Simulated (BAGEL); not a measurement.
# SiPH5O2 (SMILES O[SiH2]OP): levels of theory compared

Wanted: a comparison of 3 runs (B3LYP/6-31G*, PBE0/6-31G*, RI-MP2/6-31G*) of SiPH5O2. 

The calculation is run with BAGEL 1.2.2.

### Step 1. The molecule

SiPH5O2: 9 atoms, total charge 0, spin state singlet. As SMILES, `O[SiH2]OP`. The coordinates come from a PBE0-D4/def2-TZVP relaxation. This is one conformer, not always the lowest.

Bond lengths: O1–Si2 1.637 Å, Si2–O3 1.648 Å, O3–P4 1.646 Å, O1–H5 0.958 Å, Si2–H6 1.486 Å, Si2–H7 1.473 Å, P4–H8 1.424 Å, P4–H9 1.424 Å. Some angles: O1–Si2–O3 112.6°, Si2–O3–P4 125.8°, O1–Si2–H6 109.8°, O1–Si2–H7 106.9°, O3–Si2–H6 108.4°, O3–Si2–H7 105.8°, Si2–O1–H5 118.2°, O3–P4–H8 98.7°, O3–P4–H9 98.7°, H6–Si2–H7 113.3°.

### Step 2. The energy at B3LYP/6-31G(d) (density fitting with qzvpp-jkfit, spherical functions) (run 1)

The input, job.json:

```json
{ "bagel" : [

{
  "title" : "molecule",
  "basis" : "6-31gs.json",
  "df_basis" : "qzvpp-jkfit",
  "angstrom" : true,
  "geometry" : [
    { "atom" : "O", "xyz" : [   -0.307900,    1.144300,   -1.642900 ] },
    { "atom" : "Si", "xyz" : [    0.817700,    0.562000,   -0.606400 ] },
    { "atom" : "O", "xyz" : [    0.302400,   -0.778100,    0.201800 ] },
    { "atom" : "P", "xyz" : [   -0.942200,   -0.834900,    1.277600 ] },
    { "atom" : "H", "xyz" : [   -0.998700,    1.706900,   -1.290600 ] },
    { "atom" : "H", "xyz" : [    1.170600,    1.605300,    0.391300 ] },
    { "atom" : "H", "xyz" : [    1.964500,    0.123500,   -1.421100 ] },
    { "atom" : "H", "xyz" : [   -0.305900,   -1.590900,    2.302600 ] },
    { "atom" : "H", "xyz" : [   -1.612000,   -1.984300,    0.770600 ] }
  ]
},
{
  "title" : "ks",
  "xc_func" : "b3lyp"
},
{
  "title" : "print",
  "file" : "orbitals.molden",
  "orbitals" : true
}

]}
```

The basis set 6-31G* is read from a file made from the Basis Set Exchange's data (not shown).

Launch:

```
$ BAGEL_NUM_THREADS=1 BAGEL job.json > job.out
```

Output:

```text
* using 1 threads per process

  ===============================================================
  ===============================================================

  *** Geometry ***

  { "atom" : "O", "xyz" : [     -0.581847,      2.162414,     -3.104631 ] },
  { "atom" : "Si", "xyz" : [      1.545229,      1.062026,     -1.145930 ] },
  { "atom" : "O", "xyz" : [      0.571453,     -1.470396,      0.381347 ] },
  { "atom" : "P", "xyz" : [     -1.780500,     -1.577732,      2.414314 ] },
  { "atom" : "H", "xyz" : [     -1.887269,      3.225574,     -2.438881 ] },
  { "atom" : "H", "xyz" : [      2.212113,      3.033577,      0.739450 ] },
  { "atom" : "H", "xyz" : [      3.712367,      0.233381,     -2.685490 ] },
  { "atom" : "H", "xyz" : [     -0.578067,     -3.006365,      4.351283 ] },
  { "atom" : "H", "xyz" : [     -3.046239,     -3.749784,      1.456223 ] },

  Number of auxiliary basis functions:      500

  Since a DF basis is specified, we compute 2- and 3-index integrals:
    o Being stored without compression. Storage requirement is 0.022 GB

  Number of basis functions:       74
  Number of electrons      :       50

    * METHOD: MOLECULE                             0.26

  *** Kohn-Sham DFT ***

    * Removing 15695 points whose weight is below 1.00e-10
    * Grid points: 118459

  === Nuclear Repulsion ===
   233.1528455584

       - DIIS with orbital gradients will be used.

  === KS iteration (b3lyp / 6-31gs.json) ===
      0       -755.68016616          0.15026497           0.37
      1       -755.28194271          0.11692286           0.35
      2       -744.25563662          0.20955963           0.35
      3       -772.78609179          0.13470613           0.36
      4       -779.19490399          0.10516458           0.36
      5       -780.65155881          0.08916412           0.35
      6       -781.55891998          0.07755568           0.35
      7       -777.55938528          0.10000061           0.35
      8       -784.07259213          0.02546144           0.35
      9       -784.32462368          0.00843063           0.34
     10       -784.35457566          0.00361826           0.34
     11       -784.35931161          0.00093668           0.34
     12       -784.35968085          0.00024763           0.35
     13       -784.35970905          0.00003720           0.34
     14       -784.35970972          0.00000533           0.34
     15       -784.35970973          0.00000274           0.35
     16       -784.35970974          0.00000120           0.35
     17       -784.35970974          0.00000010           0.34
     18       -784.35970974          0.00000010           0.34
     19       -784.35970974          0.00000002           0.34
     20       -784.35970974          0.00000000           0.35
    * SCF iteration converged.

    * Permanent dipole moment:
           (    0.348472,    -0.258815,    -0.430903) a.u.

    * METHOD: KS                                   7.89

    * METHOD: PRINT                                0.01

  ===============================================================
```

Run time: 8.4 s. Hardware: 1 thread of Arm Neoverse V1, shared host; peak memory 0.44 GiB.

### Step 3. A single-point energy at PBE0/6-31G(d) (density fitting with qzvpp-jkfit, spherical functions) (run 2)

The input, dft.json:

```json
{ "bagel": [

{
  "title": "molecule",
  "basis": "6-31gs.json",
  "df_basis": "qzvpp-jkfit",
  "angstrom": true,
  "geometry": [
    { "atom": "O", "xyz": [   -0.307900,    1.144300,   -1.642900 ] },
    { "atom": "Si", "xyz": [    0.817700,    0.562000,   -0.606400 ] },
    { "atom": "O", "xyz": [    0.302400,   -0.778100,    0.201800 ] },
    { "atom": "P", "xyz": [   -0.942200,   -0.834900,    1.277600 ] },
    { "atom": "H", "xyz": [   -0.998700,    1.706900,   -1.290600 ] },
    { "atom": "H", "xyz": [    1.170600,    1.605300,    0.391300 ] },
    { "atom": "H", "xyz": [    1.964500,    0.123500,   -1.421100 ] },
    { "atom": "H", "xyz": [   -0.305900,   -1.590900,    2.302600 ] },
    { "atom": "H", "xyz": [   -1.612000,   -1.984300,    0.770600 ] }
  ]
},
{
  "title": "ks",
  "xc_func": "pbe0"
},
{
  "title": "print",
  "file": "orbitals.molden",
  "orbitals": true
}

]}
```

The basis set 6-31G* is read from a file made from the Basis Set Exchange's data (not shown).

Launch:

```
$ BAGEL_NUM_THREADS=1 BAGEL dft.json > dft.out
```

Output:

```text
* using 1 threads per process

  ===============================================================
  ===============================================================

  *** Geometry ***

  { "atom" : "O", "xyz" : [     -0.581847,      2.162414,     -3.104631 ] },
  { "atom" : "Si", "xyz" : [      1.545229,      1.062026,     -1.145930 ] },
  { "atom" : "O", "xyz" : [      0.571453,     -1.470396,      0.381347 ] },
  { "atom" : "P", "xyz" : [     -1.780500,     -1.577732,      2.414314 ] },
  { "atom" : "H", "xyz" : [     -1.887269,      3.225574,     -2.438881 ] },
  { "atom" : "H", "xyz" : [      2.212113,      3.033577,      0.739450 ] },
  { "atom" : "H", "xyz" : [      3.712367,      0.233381,     -2.685490 ] },
  { "atom" : "H", "xyz" : [     -0.578067,     -3.006365,      4.351283 ] },
  { "atom" : "H", "xyz" : [     -3.046239,     -3.749784,      1.456223 ] },

  Number of auxiliary basis functions:      500

  Since a DF basis is specified, we compute 2- and 3-index integrals:
    o Being stored without compression. Storage requirement is 0.022 GB

  Number of basis functions:       74
  Number of electrons      :       50

    * METHOD: MOLECULE                             0.26

  *** Kohn-Sham DFT ***

    * Removing 15695 points whose weight is below 1.00e-10
    * Grid points: 118459

  === Nuclear Repulsion ===
   233.1528455584

       - DIIS with orbital gradients will be used.

  === KS iteration (pbe0 / 6-31gs.json) ===
      0       -755.25769541          0.15014439           0.35
      1       -755.30285271          0.11399877           0.32
      2       -745.33065426          0.20896972           0.33
      3       -772.72628681          0.13729379           0.33
      4       -778.70983161          0.10548985           0.33
      5       -780.10757915          0.09031451           0.33
      6       -781.33326141          0.07434050           0.32
      7       -779.83157078          0.08849443           0.33
      8       -783.73045518          0.02023187           0.33
      9       -783.88517372          0.00631503           0.34
     10       -783.90230883          0.00207127           0.33
     11       -783.90391222          0.00053082           0.33
     12       -783.90402690          0.00012223           0.33
     13       -783.90403229          0.00004316           0.33
     14       -783.90403299          0.00001298           0.32
     15       -783.90403307          0.00000204           0.33
     16       -783.90403307          0.00000116           0.33
     17       -783.90403307          0.00000021           0.33
     18       -783.90403307          0.00000006           0.33
     19       -783.90403307          0.00000004           0.33
     20       -783.90403307          0.00000001           0.34
    * SCF iteration converged.

    * Permanent dipole moment:
           (    0.336982,    -0.244273,    -0.430378) a.u.

    * METHOD: KS                                   7.52

    * METHOD: PRINT                                0.01

  ===============================================================
```

It took 8.1 s on 1 thread of Arm Neoverse V1, shared host; peak memory 0.44 GiB.

### Step 4. A single-point energy at RI-MP2/6-31G(d) (density fitting with qzvpp-jkfit, spherical functions) (run 3)

The input, calc.json:

```json
{ "bagel": [

{
  "title": "molecule",
  "basis": "6-31gs.json",
  "df_basis": "qzvpp-jkfit",
  "angstrom": true,
  "geometry": [
    { "atom": "O", "xyz": [   -0.307900,    1.144300,   -1.642900 ] },
    { "atom": "Si", "xyz": [    0.817700,    0.562000,   -0.606400 ] },
    { "atom": "O", "xyz": [    0.302400,   -0.778100,    0.201800 ] },
    { "atom": "P", "xyz": [   -0.942200,   -0.834900,    1.277600 ] },
    { "atom": "H", "xyz": [   -0.998700,    1.706900,   -1.290600 ] },
    { "atom": "H", "xyz": [    1.170600,    1.605300,    0.391300 ] },
    { "atom": "H", "xyz": [    1.964500,    0.123500,   -1.421100 ] },
    { "atom": "H", "xyz": [   -0.305900,   -1.590900,    2.302600 ] },
    { "atom": "H", "xyz": [   -1.612000,   -1.984300,    0.770600 ] }
  ]
},
{ "title": "hf" },
{ "title": "mp2", "ncore": 12 }

]}
```

The basis set 6-31G* is read from a file made from the Basis Set Exchange's data (not shown).

Launch:

```
$ BAGEL_NUM_THREADS=1 BAGEL calc.json > calc.out
```

Output:

```text
* using 1 threads per process

  ===============================================================
  ===============================================================

  *** Geometry ***

  { "atom" : "O", "xyz" : [     -0.581847,      2.162414,     -3.104631 ] },
  { "atom" : "Si", "xyz" : [      1.545229,      1.062026,     -1.145930 ] },
  { "atom" : "O", "xyz" : [      0.571453,     -1.470396,      0.381347 ] },
  { "atom" : "P", "xyz" : [     -1.780500,     -1.577732,      2.414314 ] },
  { "atom" : "H", "xyz" : [     -1.887269,      3.225574,     -2.438881 ] },
  { "atom" : "H", "xyz" : [      2.212113,      3.033577,      0.739450 ] },
  { "atom" : "H", "xyz" : [      3.712367,      0.233381,     -2.685490 ] },
  { "atom" : "H", "xyz" : [     -0.578067,     -3.006365,      4.351283 ] },
  { "atom" : "H", "xyz" : [     -3.046239,     -3.749784,      1.456223 ] },

  Number of auxiliary basis functions:      500

  Since a DF basis is specified, we compute 2- and 3-index integrals:
    o Being stored without compression. Storage requirement is 0.022 GB

  Number of basis functions:       74
  Number of electrons      :       50

    * METHOD: MOLECULE                             0.26

  *** RHF ***

  === Nuclear Repulsion ===
   233.1528455584

      * DIIS with orbital gradients will be used.

  === RHF iteration (6-31gs.json) ===
      0       -782.07685803          0.02481795           0.06
      1       -782.23713552          0.01669426           0.06
      2       -782.34472059          0.00144501           0.06
      3       -782.34619946          0.00047449           0.06
      4       -782.34630703          0.00011714           0.06
      5       -782.34631957          0.00002516           0.06
      6       -782.34632057          0.00000755           0.06
      7       -782.34632066          0.00000254           0.06
      8       -782.34632067          0.00000084           0.06
      9       -782.34632067          0.00000024           0.06
     10       -782.34632067          0.00000010           0.06
     11       -782.34632067          0.00000003           0.06
     12       -782.34632067          0.00000001           0.06
    * SCF iteration converged.

    * Permanent dipole moment:
           (    0.378521,    -0.321955,    -0.542600) a.u.

    * METHOD: HF                                   0.95

  *** RHF ***

  === Nuclear Repulsion ===
   233.1528455584

      * DIIS with orbital gradients will be used.

  === RHF iteration (6-31gs.json) ===
      0       -782.34632067          0.00000000           0.06
    * SCF iteration converged.

    * Permanent dipole moment:
           (    0.378521,    -0.321955,    -0.542600) a.u.

  === DF-MP2 calculation ===

    * freezing 12 orbitals
    * 3-index integral transformation done
    * assembly done

      MP2 correlation energy:   -0.5322810914      0.03

      MP2 total energy:       -782.8786017639

    * METHOD: MP2                                  0.16

  ===============================================================
```

It took 1.5 s on 1 thread of Arm Neoverse V1, shared host; peak memory 0.11 GiB.

### Step 5. The series

```
run                                                                  level  frozen core orbitals  energy (Eh)  dipole moment (D)  HOMO energy (eV)  LUMO energy (eV)  wall time
  1   B3LYP/6-31G* (density fitting with qzvpp-jkfit, spherical functions)                     –  -784.359710               1.55             -6.94             -0.15      8.4 s
  2    PBE0/6-31G* (density fitting with qzvpp-jkfit, spherical functions)                     –  -783.904033               1.52             -7.19              0.02      8.1 s
  3  RI-MP2/6-31G* (density fitting with qzvpp-jkfit, spherical functions)                    12  -782.878602                  –                 –                 –      1.5 s
```

### Step 6. What came out

| quantity | value |
| --- | --- |
| run 3: total energy | -782.87860 Eh |
| run 3: correlation energy (12 core orbitals frozen) | -532.3 mEh |

**Reading.** Totals of different functionals can't be ranked against each other. All runs together took 18 s, the longest 8.4 s.
